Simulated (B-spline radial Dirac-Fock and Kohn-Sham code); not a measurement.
# Elastic scattering of positrons by Mo

The question: how strongly Mo scatters positrons elastically, and to which angles, at 4 energies.

Method: Dirac partial waves in the static field of the Dirac-Fock density, no polarisation or absorption; computed with B-spline radial Dirac-Fock and Kohn-Sham code, version 3.

### Step 1. The atom as given

Atomic molybdenum, configuration [Kr] 4d5 5s1.

* nuclear charge: 42
* electrons: 42
* mass number: 98
* nuclear rms radius: 4.4091 fm

Outer shells as boxes (Hund's rule, for the drawing alone; heavy ions are jj-coupled, and the calculation averages over the configuration):

```
[Kr] core
4d [↑ ][↑ ][↑ ][↑ ][↑ ]
5s [↑ ]
```

### Step 2. 3220 eV

Settings, as recorded:

```ini
task = elastic
Z = 42
charge = 0
configuration = 1s2 2s2 2p6 3s2 3p6 3d10 4s2 4p6 4d5 5s1
mass_number = 98
rms_radius = 4.4091  # fm
projectile = positron
energy = 3220.0  # eV
theta = [0, 1, 2, 3, 5, 7, 10, 15, 20, 25, 30, 40, 50, 60, 70, 80, 90, 100, 110, 120, 130, 140, 150, 160, 170, 180]  # deg
```

### Step 3. 6330 eV

The run's settings:

```ini
task = elastic
projectile = positron
energy = 6330.0  # eV
theta = [0, 1, 2, 3, 5, 7, 10, 15, 20, 25, 30, 40, 50, 60, 70, 80, 90, 100, 110, 120, 130, 140, 150, 160, 170, 180]  # deg
```

### Step 4. 108000 eV

Settings, as recorded:

```ini
task = elastic
projectile = positron
energy = 108000.0  # eV
theta = [0, 1, 2, 3, 5, 7, 10, 15, 20, 25, 30, 40, 50, 60, 70, 80, 90, 100, 110, 120, 130, 140, 150, 160, 170, 180]  # deg
```

### Step 5. 143000 eV

The run's settings:

```ini
task = elastic
projectile = positron
energy = 143000.0  # eV
theta = [0, 1, 2, 3, 5, 7, 10, 15, 20, 25, 30, 40, 50, 60, 70, 80, 90, 100, 110, 120, 130, 140, 150, 160, 170, 180]  # deg
```

(Steps that only read results are left out.)

What does the calculation give? Wanted: largest Sherman function.

As calculated:

| quantity | value |
| --- | --- |
| σ at 3220 and 143000 eV | 4.50 and 0.349 bohr² |
| backward share there | 0.721 and 0.0124 % |
| largest Sherman function | 0.031 at 110°, 143000 eV |

In words: It takes about 25 elastic collisions to lose the direction at 3220 eV and 490 at 143000 eV (σ over the first transport cross section). The angular distributions show no deep diffraction minima on this grid. Spin polarisation by scattering stays small.
